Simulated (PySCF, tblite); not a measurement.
**C₇H₁₅B: geometry, infrared bands and NMR shifts**

What infrared bands and NMR shifts should C₇H₁₅B (`C[C@@H]1BCCC[C@H]1C`) show?

The runs use tblite 0.8.0 and PySCF 2.14.0, with density-fitted response routines of our own; the level of theory stands in each step. All values are computed, except where a source is named. Atoms are numbered from 0 throughout.

**1. The starting structure**

23 atoms, charge 0, multiplicity 1; geometry from: force field or distance geometry start.

Bonds of the start (Å): C0–C1 1.54, C1–B2 1.59, B2–C3 1.60, C3–C4 1.52, C4–C5 1.53, C5–C6 1.55, C6–C7 1.54, C6–C1 1.56, C0–H8 1.11, C0–H9 1.11, C0–H10 1.12, C1–H11 1.13, B2–H12 1.19, C3–H13 1.12, C3–H14 1.11, C4–H15 1.12, C4–H16 1.12, C5–H17 1.12, C5–H18 1.11, C6–H19 1.10, C7–H20 1.11, C7–H21 1.11, C7–H22 1.10.

**2. Relaxing the molecule with GFN2-xTB**

The job: settings as JSON, then the geometry in Å.

```
{"job": {"kind": "relax", "xc": "GFN2-xTB", "basis": "xTB"}, "charge": 0, "multiplicity": 1}
C      0.051600    -2.317000    -0.660700
C     -0.157700    -1.016800     0.136500
B     -1.662300    -0.527100     0.012000
C     -2.004000     0.935200     0.558100
C     -0.949200     1.924800     0.086600
C      0.476400     1.455100     0.398900
C      0.818200     0.117200    -0.303600
C      2.290000    -0.246000    -0.011200
H      1.039000    -2.766000    -0.442500
H     -0.039400    -2.116700    -1.746200
H     -0.724800    -3.071700    -0.378300
H      0.015700    -1.250100     1.223300
H     -2.452200    -1.087100    -0.672200
H     -1.998000     0.892800     1.674300
H     -3.013900     1.248700     0.221500
H     -1.129500     2.907400     0.584700
H     -1.051200     2.082700    -1.014800
H      0.595700     1.343800     1.503100
H      1.188700     2.245500     0.065800
H      0.722100     0.268600    -1.392600
H      2.419400    -0.504400     1.060100
H      2.948500     0.606100    -0.261800
H      2.612200    -1.098200    -0.631200
```

On the command line:

```console
OMP_NUM_THREADS=1 python probes_run.py task.json out
```

One launch serves the whole session: the jobs run in the order shown.

**Question.** This job is followed by: GFN2-xTB harmonic vibrations, gas phase; GIAO PBE0/pcSseg-1 NMR shielding, non-relativistic, gas phase. What will the session give for the following? strongest single infrared mode (GFN2-xTB); zero-point energy (GFN2-xTB); 13C shifts against TMS (PBE0/pcSseg-1); 1H shifts against TMS (PBE0/pcSseg-1, means over atoms taken as alike); 11B shifts against BF3·OEt2 (PBE0/pcSseg-1).

As calculated:

| quantity | value |
| --- | --- |
| strongest single infrared mode (GFN2-xTB) | 2615 cm⁻¹, 161 km/mol |
| zero-point energy (GFN2-xTB) | 129.3 kcal/mol |
| 13C shifts against TMS (PBE0/pcSseg-1) | 44.4, 41.7, 40.6, 31.0, 28.0, 24.5, 17.8 ppm |
| 1H shifts against TMS (PBE0/pcSseg-1, means over atoms taken as alike) | 7.89, 2.11, 1.96, 1.75, 1.42, 1.31, 1.14, 1.11, 1.05, 1.01, 0.42 ppm |
| 11B shifts against BF3·OEt2 (PBE0/pcSseg-1) | 90.6 ppm |

**Reading.** Over 100 steps the energy fell by 0.242 eV; of the close pairs, C0–H10 changed most, 1.119 to 1.088 Å. All 63 modes are real, so the xTB geometry is a minimum. The strongest single mode, at 2615 cm⁻¹, moves mainly H12. Unscaled tight-binding wavenumbers are off by several per cent, some by more. Its intensities can rank the bands wrongly. At PBE0/pcSseg-1: The largest span, 184 ppm, is at B2, where the paramagnetic term is -179 ppm.
